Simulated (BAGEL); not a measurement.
# C2F4O (trifluoroacetyl fluoride): a chain of runs

We compute a single-point energy (HF/6-31G*), then the energy (NEVPT2(2,2)/6-31G*) of C2F4O (trifluoroacetyl fluoride). 

The calculation is run with BAGEL 1.2.2.

2 further runs of the same task are left out: 2 set aside as unsound or not needed.

**1. The system as given**

The species is C2F4O (7 atoms), meant as a singlet with charge 0. As SMILES, `O=C(F)C(F)(F)F`. The C4–F7 distance was set to 2.109 Å, away from the relaxed value. At this shape a bond of the SMILES string is far longer than usual.

Bond lengths: O1–C2 1.172 Å, C2–F3 1.326 Å, C2–C4 1.542 Å, C4–F5 1.330 Å, C4–F6 1.330 Å. Angles: O1–C2–F3 124.0°, O1–C2–C4 126.4°, F3–C2–C4 109.5°, C2–C4–F5 109.8°, C2–C4–F6 109.8°, F5–C4–F6 108.7°. A long bond or contact: C4–F7 2.109 Å.

**2. The energy at HF/6-31G(d) (density fitting with svp-jkfit, spherical functions) (run 1)**

input.json

```json
{ "bagel": [

{
  "title": "molecule",
  "basis": "6-31gs.json",
  "df_basis": "svp-jkfit",
  "angstrom": false,
  "geometry": [
    { "atom": "O", "xyz": [     0.63046744,    -3.10521875,     1.68026888 ] },
    { "atom": "C", "xyz": [    -1.20672430,    -1.97504915,     1.17762063 ] },
    { "atom": "F", "xyz": [    -3.52318838,    -2.73641980,     1.75343908 ] },
    { "atom": "C", "xyz": [    -1.34057360,     0.57600553,    -0.22378137 ] },
    { "atom": "F", "xyz": [    -2.69367420,     0.32357591,    -2.32572374 ] },
    { "atom": "F", "xyz": [    -2.44130128,     2.29514608,     1.24126660 ] },
    { "atom": "F", "xyz": [     2.32578043,     1.82092120,    -1.17127115 ] }
  ]
},

{ "title": "hf" },

{ "title": "print", "file": "orbitals.molden", "orbitals": true }

]}
```

The basis set 6-31G* is read from a file made from the Basis Set Exchange's data (not shown).

The run is started by

```
BAGEL_NUM_THREADS=1 BAGEL input.json > input.out
```

Standard output:

```text
* using 1 threads per process

  ===============================================================
  ===============================================================

  *** Geometry ***

  { "atom" : "O", "xyz" : [      0.630467,     -3.105219,      1.680269 ] },
  { "atom" : "C", "xyz" : [     -1.206724,     -1.975049,      1.177621 ] },
  { "atom" : "F", "xyz" : [     -3.523188,     -2.736420,      1.753439 ] },
  { "atom" : "C", "xyz" : [     -1.340574,      0.576006,     -0.223781 ] },
  { "atom" : "F", "xyz" : [     -2.693674,      0.323576,     -2.325724 ] },
  { "atom" : "F", "xyz" : [     -2.441301,      2.295146,      1.241267 ] },
  { "atom" : "F", "xyz" : [      2.325780,      1.820921,     -1.171271 ] },

  Number of auxiliary basis functions:      535

  Since a DF basis is specified, we compute 2- and 3-index integrals:
    o Being stored without compression. Storage requirement is 0.041 GB

  Number of basis functions:       98
  Number of electrons      :       56

    * METHOD: MOLECULE                             0.32

  *** RHF ***

  === Nuclear Repulsion ===
   312.5705617347

      * DIIS with orbital gradients will be used.

  === RHF iteration (6-31gs.json) ===
      0       -547.51347997          0.03105306           0.11
      1       -547.38302493          0.03592482           0.10
      2       -548.15173040          0.00396842           0.10
      3       -548.16461150          0.00172243           0.10
      4       -548.16781211          0.00042946           0.10
      5       -548.16816533          0.00017900           0.10
      6       -548.16822474          0.00008290           0.10
      7       -548.16823589          0.00003046           0.10
      8       -548.16823706          0.00001406           0.10
      9       -548.16823734          0.00000602           0.10
     10       -548.16823741          0.00000374           0.10
     11       -548.16823745          0.00000227           0.10
     12       -548.16823747          0.00000146           0.10
     13       -548.16823747          0.00000064           0.10
     14       -548.16823748          0.00000034           0.10
     15       -548.16823748          0.00000018           0.10
     16       -548.16823748          0.00000007           0.10
     17       -548.16823748          0.00000004           0.10
     18       -548.16823748          0.00000002           0.10
     19       -548.16823748          0.00000001           0.10
     20       -548.16823748          0.00000001           0.10
    * SCF iteration converged.

    * Permanent dipole moment:
           (    1.410542,     0.267029,    -0.245902) a.u.

    * METHOD: HF                                   2.32

    * METHOD: PRINT                                0.02

  ===============================================================
```

Run time: 2.8 s. Hardware: 1 thread of Arm Neoverse V1, shared host; peak memory 0.15 GiB.

**3. The energy at NEVPT2(2,2)/6-31G(d) (density fitting with svp-jkfit, spherical functions) (run 2)**

nevpt2.json

```json
{ "bagel" : [

{
  "title" : "molecule",
  "basis" : "6-31gs.json",
  "df_basis" : "svp-jkfit",
  "geometry" : [
    { "atom" : "O", "xyz" : [  0.63046744, -3.10521875,  1.68026888 ] },
    { "atom" : "C", "xyz" : [ -1.20672430, -1.97504915,  1.17762063 ] },
    { "atom" : "F", "xyz" : [ -3.52318838, -2.73641980,  1.75343908 ] },
    { "atom" : "C", "xyz" : [ -1.34057360,  0.57600553, -0.22378137 ] },
    { "atom" : "F", "xyz" : [ -2.69367420,  0.32357591, -2.32572374 ] },
    { "atom" : "F", "xyz" : [ -2.44130128,  2.29514608,  1.24126660 ] },
    { "atom" : "F", "xyz" : [  2.32578043,  1.82092120, -1.17127115 ] }
  ]
},
{ "title" : "hf" },
{ "title" : "casscf", "nstate" : 1, "nact" : 2, "nclosed" : 27, "active" : [28, 29], "maxiter" : 200, "natocc" : true },
{ "title" : "nevpt2", "nstate" : 1, "nact" : 2, "nclosed" : 27, "active" : [28, 29], "maxiter" : 200, "natocc" : true, "ncore" : 7 },
{ "title" : "print", "file" : "orbitals.molden", "orbitals" : true }

]}
```

The basis set 6-31G* is read from a file made from the Basis Set Exchange's data (not shown).

The run is started by

```
BAGEL_NUM_THREADS=1 BAGEL nevpt2.json > nevpt2.out
```

Standard output:

```text
* using 1 threads per process

  ===============================================================
  ===============================================================

  *** Geometry ***

  { "atom" : "O", "xyz" : [      0.630467,     -3.105219,      1.680269 ] },
  { "atom" : "C", "xyz" : [     -1.206724,     -1.975049,      1.177621 ] },
  { "atom" : "F", "xyz" : [     -3.523188,     -2.736420,      1.753439 ] },
  { "atom" : "C", "xyz" : [     -1.340574,      0.576006,     -0.223781 ] },
  { "atom" : "F", "xyz" : [     -2.693674,      0.323576,     -2.325724 ] },
  { "atom" : "F", "xyz" : [     -2.441301,      2.295146,      1.241267 ] },
  { "atom" : "F", "xyz" : [      2.325780,      1.820921,     -1.171271 ] },

  Number of auxiliary basis functions:      535

[... 21 lines left out ...]
    * SCF iteration converged.
[... 1 line left out ...]
    * Permanent dipole moment:
[... 27 lines left out ...]
    * Second-order optimization converged. *

     guess   0:   closed 1.                   open ..

  === FCI iteration ===

      0  0      -548.15011701     1.26e-01      0.00
      1  0      -548.23321455     3.96e-02      0.00
      2  0 *    -548.24646083     9.43e-16      0.00

     * ci vector, state   0, <S^2> = 0.0000
       2.     0.9305401715
       .2    -0.3661898268

    * METHOD: CASSCF                               9.93

    * freezing 7 orbitals

  === DF-NEVPT2 calculation ===

    * 3-index integral transformation done
    * assembly done

      NEVPT2 correlation energy:   -1.0511071675      0.41

          (+0)     -0.9284721422
          (+0)'    -0.0318349851
          (+1)     -0.0336460729
          (+1)'    -0.0000000000
          (+2)     -0.0010299091
          (-1)     -0.0540375299
          (-1)'     0.0000000000
          (-2)     -0.0020865283

      NEVPT2 total energy:       -549.2975679987

    * METHOD: NEVPT2                               0.62

    * METHOD: PRINT                                0.02

  ===============================================================
```

Wall time 14 s (1 thread of Arm Neoverse V1, shared host); peak memory 0.16 GiB.

**4. Outcome**

| quantity | value |
| --- | --- |
| run 1, HF/6-31G*: total energy | -548.16824 Eh |
| run 1, HF/6-31G*: dipole moment | 3.70 D |
| run 1, HF/6-31G*: HOMO energy | -13.87 eV |
| run 1, HF/6-31G*: LUMO energy | -0.18 eV |
| run 1, HF/6-31G*: HOMO–LUMO gap | 13.68 eV |
| run 2, NEVPT2(2,2)/6-31G*: total energy | -549.29757 Eh |
